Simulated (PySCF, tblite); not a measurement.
# C₆H₁₁BF₂: geometry, infrared bands and NMR shifts

What infrared bands and NMR shifts should C₆H₁₁BF₂ (`CC[C@@H]1CB(F)C[C@H]1F`) show?

Programs: tblite 0.8.0 and PySCF 2.14.0, with density-fitted response routines of our own. Each step states its level of theory. These are calculated values for one molecule in the gas phase, unless marked as measured. Atoms are numbered from 0 throughout.

### 1 Starting geometry

20 atoms, charge 0, multiplicity 1; geometry from: force field or distance geometry start.

Bonds of the start (Å): C0–C1 1.54, C1–C2 1.53, C2–C3 1.53, C3–B4 1.58, B4–F5 1.44, B4–C6 1.58, C6–C7 1.53, C7–F8 1.39, C7–C2 1.53, C0–H9 1.12, C0–H10 1.10, C0–H11 1.11, C1–H12 1.13, C1–H13 1.11, C2–H14 1.13, C3–H15 1.13, C3–H16 1.11, C6–H17 1.10, C6–H18 1.11, C7–H19 1.12.

### 2 Geometry optimisation with GFN2-xTB

Job settings and geometry (Å):

```
{"job": {"kind": "relax", "xc": "GFN2-xTB", "basis": "xTB"}, "charge": 0, "multiplicity": 1}
C      2.562300     0.560400    -0.126900
C      1.437300    -0.426500    -0.468800
C      0.050500     0.152500    -0.193900
C     -0.230700     0.424900     1.280700
B     -1.789800     0.217800     1.439200
F     -2.585400     1.224600     2.099700
C     -2.331700    -0.435700     0.101300
C     -1.065600    -0.783100    -0.677600
F     -1.282700    -0.639100    -2.040300
H      2.543200     0.806700     0.961400
H      3.535300     0.114700    -0.380500
H      2.422800     1.493500    -0.712900
H      1.584400    -1.356800     0.147200
H      1.532100    -0.701700    -1.537000
H     -0.060800     1.127900    -0.748200
H      0.278700    -0.324000     1.951000
H      0.070500     1.451200     1.579900
H     -2.955500     0.294400    -0.444700
H     -2.928100    -1.345700     0.336900
H     -0.791900    -1.845200    -0.468100
```

On the command line:

```sh
OMP_NUM_THREADS=1 python probes_run.py task.json out
```

The driver reads the jobs from task.json and runs them one after another.

**Question.** This job is followed by: GFN2-xTB harmonic vibrations, gas phase; GIAO PBE0/pcSseg-1 NMR shielding, non-relativistic, gas phase. What will the session give for the following? strongest single infrared mode (GFN2-xTB); zero-point energy (GFN2-xTB); ¹³C shifts against TMS (PBE0/pcSseg-1); ¹H shifts against TMS (PBE0/pcSseg-1, means over atoms taken as alike); ¹¹B shifts against BF3·OEt2 (PBE0/pcSseg-1); ¹⁹F shifts against CFCl3 (PBE0/pcSseg-1).

As calculated:

| quantity | value |
| --- | --- |
| strongest single infrared mode (GFN2-xTB) | 1347 cm⁻¹, 419 km/mol |
| zero-point energy (GFN2-xTB) | 102.7 kcal/mol |
| ¹³C shifts against TMS (PBE0/pcSseg-1) | 102.9, 50.8, 33.3, 31.9, 25.7, 15.3 ppm |
| ¹H shifts against TMS (PBE0/pcSseg-1, means over atoms taken as alike) | 4.72, 2.20, 1.78, 1.74, 1.44, 1.41, 1.05, 0.92, 0.24 ppm |
| ¹¹B shifts against BF3·OEt2 (PBE0/pcSseg-1) | 64.5 ppm |
| ¹⁹F shifts against CFCl3 (PBE0/pcSseg-1) | -22.3, -203.0 ppm |

**Reading.** Over 53 steps the energy fell by 0.671 eV; of the close pairs, B4–F5 changed most, 1.443 to 1.316 Å. No mode is imaginary among the 54: a minimum at this level. The strongest single mode, at 1347 cm⁻¹, moves mainly B4. GFN2-xTB is a fitted tight-binding method: band positions and strengths are rough. Its intensities can rank the bands wrongly. C7 (sp3 CH bonded to F) lies farthest downfield among carbon, at 102.9 ppm; deshielded by the electronegative neighbour. The most deshielded hydrogen is H19 (hydrogen on an sp3 CH bonded to F), at 4.72 ppm: its carbon carries F, hence the downfield position. At PBE0/pcSseg-1: Shielding is most anisotropic at F5 (span 455 ppm, paramagnetic term -268 ppm).
